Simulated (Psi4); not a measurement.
**AsF3 (arsenic trifluoride) at CCSD/cc-pVDZ**

What is the energy change on altering one bond length of AsF3 (arsenic trifluoride) at CCSD/cc-pVDZ? 

Program for the calculation: Psi4 1.11.

2 further runs of the same task are left out: 1 that didn't finish, 1 set aside as unsound or not needed.

## Step 1: Starting point

AsF3 has 4 atoms, charge 0, and is taken as a singlet. As SMILES, `F[As](F)F`. The shape is that of a PBE0-D4/def2-TZVP optimisation.

Bond lengths: F1–As2 1.715 Å, As2–F3 1.715 Å, As2–F4 1.715 Å. Angles: F1–As2–F3 95.9°, F1–As2–F4 95.9°, F3–As2–F4 95.9°.

## Step 2: The energy at CCSD/cc-pVDZ

File asf3.xyz:

```xyz
4
AsF3
F     -0.445870     0.395590     1.362650
As    -0.461950    -0.457240    -0.125630
F      1.203970    -0.865930    -0.112740
F     -0.296160     0.927580    -1.124280
```

File asf3.py:

```python
import psi4

psi4.set_memory(2200000000)
psi4.set_num_threads(1)
psi4.set_output_file('output.dat', False)

with open('asf3.xyz') as f:
    atoms = ''.join(f.readlines()[2:])
m = psi4.geometry('0 1\n' + atoms + 'symmetry c1')

psi4.set_options({
    'basis': 'cc-pVDZ',
    'puream': True,
    'e_convergence': 1e-09,
    'd_convergence': 1e-08,
    'scf_type': 'pk',
    'num_frozen_docc': 12,
})

e_tot, wfn = psi4.energy('ccsd', molecule=m, return_wfn=True)
print(f'total energy {e_tot:.8f} hartree = {e_tot * 27.211386:.5f} eV')
for k, v in sorted(psi4.core.scalar_variables().items()):
    print(f'{k:45s} {v:18.10f}')
```

Launch:

```bash
python asf3.py
```

output.dat:

```text
[...]
  Running in c1 symmetry.
[...]
  Nuclear repulsion =  325.340009706749868
[...]
  Multiplicity = 1
[...]
  Nalpha       = 30
  Nbeta        = 30
[...]
    Number of basis functions: 69
[...]
   @RHF iter   1: -2532.34336348108445   -4.27767e+00   1.21180e-02 DIIS/ADIIS
[...]
   @RHF iter  10: -2532.55438294838041   -1.18234e-11   6.20340e-09 DIIS
[...]
    Orbital Energies [Eh]
    ---------------------
    Doubly Occupied:
       1A   -432.788432     2A    -56.501609     3A    -50.348097
       4A    -50.348097     5A    -50.346927     6A    -26.317395
       7A    -26.317391     8A    -26.317383     9A     -8.201249
      10A     -6.054440    11A     -6.054440    12A     -6.048372
      13A     -2.286570    14A     -2.286570    15A     -2.277605
      16A     -2.277605    17A     -2.273133    18A     -1.635330
      19A     -1.592529    20A     -1.592522    21A     -0.887805
      22A     -0.731062    23A     -0.731060    24A     -0.715624
      25A     -0.678153    26A     -0.678151    27A     -0.643676
      28A     -0.643673    29A     -0.641425    30A     -0.485112
[...]
  @RHF Final Energy: -2532.55438294838041
   => Energetics <=
    Nuclear Repulsion Energy =            325.3400097067498677
    One-Electron Energy =               -4178.3859126901970740
    Two-Electron Energy =                1320.4915200350671967
    Total Energy =                      -2532.5543829483804075
[...]
 Multipole Moments:
 ------------------------------------------------------------------------------------
     Multipole            Electronic (a.u.)      Nuclear  (a.u.)        Total (a.u.)
 ------------------------------------------------------------------------------------
 L = 1.  Multiply by 2.5417464519 to convert [e a0] to [Debye]
 Dipole X            :         -2.0859771            1.2532689           -0.8327083
 Dipole Y            :         -2.0647543            1.2404974           -0.8242570
 Dipole Z            :         -0.5673284            0.3408356           -0.2264928
 Magnitude           :                                                    1.1933573
[...]
      * MP2 total energy                      = -2533.239329683749474
[...]
      * CCSD total energy                     = -2533.246784611218118
```

On the terminal:

```text
total energy -2533.24678461 hartree = -68933.15609 eV
CC D1 DIAGNOSTIC                                    0.0447843534
CC D2 DIAGNOSTIC                                    0.1633475615
CC NEW D1 DIAGNOSTIC                                0.0447843534
CC T1 DIAGNOSTIC                                    0.0128051483
CCSD CORRELATION ENERGY                            -0.6924016628
CCSD DOUBLES ENERGY                                -0.6924016628
CCSD ITERATIONS                                    15.0000000000
CCSD OPPOSITE-SPIN CORRELATION ENERGY              -0.5256877791
CCSD SAME-SPIN CORRELATION ENERGY                  -0.1667138837
CCSD SINGLES ENERGY                                 0.0000000000
CCSD TOTAL ENERGY                               -2533.2467846112
CURRENT CORRELATION ENERGY                         -0.6924016628
CURRENT ENERGY                                  -2533.2467846112
CURRENT REFERENCE ENERGY                        -2532.5543829484
DD SOLVATION ENERGY                                 0.0000000000
HF KINETIC ENERGY                                2531.6749295414
HF POTENTIAL ENERGY                             -5064.2293124898
HF TOTAL ENERGY                                 -2532.5543829484
HF VIRIAL RATIO                                     2.0003473801
MP2 CORRELATION ENERGY                             -0.6849467354
MP2 DOUBLES ENERGY                                 -0.6849467354
MP2 OPPOSITE-SPIN CORRELATION ENERGY               -0.4958590854
MP2 SAME-SPIN CORRELATION ENERGY                   -0.1890876500
MP2 SINGLES ENERGY                                 -0.0000000000
MP2 TOTAL ENERGY                                -2533.2393296837
NUCLEAR REPULSION ENERGY                          325.3400097067
ONE-ELECTRON ENERGY                             -4178.3859126902
PCM POLARIZATION ENERGY                             0.0000000000
PE ENERGY                                           0.0000000000
SCF ITERATION ENERGY                            -2532.5543829484
SCF ITERATIONS                                     10.0000000000
SCF TOTAL ENERGY                                -2532.5543829484
TWO-ELECTRON ENERGY                              1320.4915200351
```

Run time: 88 s. Hardware: 1 thread of Intel Xeon at 2.50GHz (Skylake/Cascade Lake), shared host; peak memory 0.43 GiB.

## Step 3: The distorted shape

File job.py:

```python
import psi4

psi4.set_memory('2200 MB')
psi4.set_num_threads(1)
psi4.set_output_file('output.dat', False)

geom = psi4.geometry("""
0 1
F     -0.443458     0.523517     1.585896
As    -0.461950    -0.457240    -0.125630
F      1.203970    -0.865930    -0.112740
F     -0.296160     0.927580    -1.124280
symmetry c1
""")

psi4.set_options({
    'reference': 'rhf',
    'puream': True,
    'e_convergence': 1e-09,
    'd_convergence': 1e-08,
    'scf_type': 'pk',
    'num_frozen_docc': 12,
})

E, wfn = psi4.energy("ccsd/cc-pVDZ", return_wfn=True)
print(f'total energy {E:.8f} hartree = {E * 27.211386:.5f} eV')
```

Launch:

```bash
python job.py
```

output.dat:

```text
[...]
  Running in c1 symmetry.
[...]
  Nuclear repulsion =  310.979711417408112
[...]
  Multiplicity = 1
[...]
  Nalpha       = 30
  Nbeta        = 30
[...]
    Number of basis functions: 69
[...]
   @RHF iter   1: -2532.31501712191948   -4.59263e+00   1.21338e-02 DIIS/ADIIS
[...]
   @RHF iter  12: -2532.52692440568899   -8.64020e-12   5.19302e-09 DIIS
[...]
    Orbital Energies [Eh]
    ---------------------
    Doubly Occupied:
       1A   -432.814663     2A    -56.526490     3A    -50.373091
       4A    -50.372887     5A    -50.371860     6A    -26.335804
       7A    -26.335797     8A    -26.261894     9A     -8.222269
      10A     -6.075051    11A     -6.074208    12A     -6.069295
      13A     -2.306223    14A     -2.304464    15A     -2.298550
      16A     -2.296944    17A     -2.293859    18A     -1.638069
      19A     -1.608086    20A     -1.510117    21A     -0.887070
      22A     -0.732249    23A     -0.719628    24A     -0.714987
      25A     -0.680148    26A     -0.658398    27A     -0.631034
      28A     -0.594576    29A     -0.593874    30A     -0.497071
[...]
  @RHF Final Energy: -2532.52692440568899
   => Energetics <=
    Nuclear Repulsion Energy =            310.9797114174081116
    One-Electron Energy =               -4149.4159596307617903
    Two-Electron Energy =                1305.9093238076650323
    Total Energy =                      -2532.5269244056889875
[...]
 Multipole Moments:
 ------------------------------------------------------------------------------------
     Multipole            Electronic (a.u.)      Nuclear  (a.u.)        Total (a.u.)
 ------------------------------------------------------------------------------------
 L = 1.  Multiply by 2.5417464519 to convert [e a0] to [Debye]
 Dipole X            :         -2.0706620            1.2549048           -0.8157572
 Dipole Y            :         -2.4291346            1.3272642           -1.1018704
 Dipole Z            :         -1.2361119            0.4922529           -0.7438590
 Magnitude           :                                                    1.5597770
[...]
      * MP2 total energy                      = -2533.219951909954489
[...]
      * CCSD total energy                     = -2533.226487098193957
```

The script printed:

```text
total energy -2533.22648710 hartree = -68932.60377 eV
```

Wall time 93 s (1 thread of Intel Xeon at 2.50GHz (Skylake/Cascade Lake), shared host); peak memory 0.43 GiB.

## Step 4: Outcome

At CCSD/cc-pVDZ, 12 core orbitals frozen:

| quantity | value |
| --- | --- |
| first shape: total energy | -2533.24678 Eh |
| first shape: HOMO energy (Hartree–Fock orbitals) | -13.20 eV |
| first shape: LUMO energy (Hartree–Fock orbitals) | 2.85 eV |
| first shape: HOMO–LUMO gap (Hartree–Fock orbitals) | 16.05 eV |
| first shape: correlation energy (12 core orbitals frozen) | -692.4 mEh |
| first shape: T1 diagnostic | 0.013 |
| distorted shape: total energy | -2533.22649 Eh |
| distorted shape: HOMO energy (Hartree–Fock orbitals) | -13.53 eV |
| distorted shape: LUMO energy (Hartree–Fock orbitals) | 1.65 eV |
| distorted shape: HOMO–LUMO gap (Hartree–Fock orbitals) | 15.18 eV |
| distorted shape: correlation energy (12 core orbitals frozen) | -699.6 mEh |
| distorted shape: T1 diagnostic | 0.015 |
| energy change with the F1–As2 bond stretched from 1.715 to 1.973 Å | 0.552 eV |

In words: With the F1–As2 bond stretched from 1.715 to 1.973 Å the energy rises by 0.55 eV (53.3 kJ/mol). The first shape isn't relaxed at this level, so the change isn't measured from a minimum.
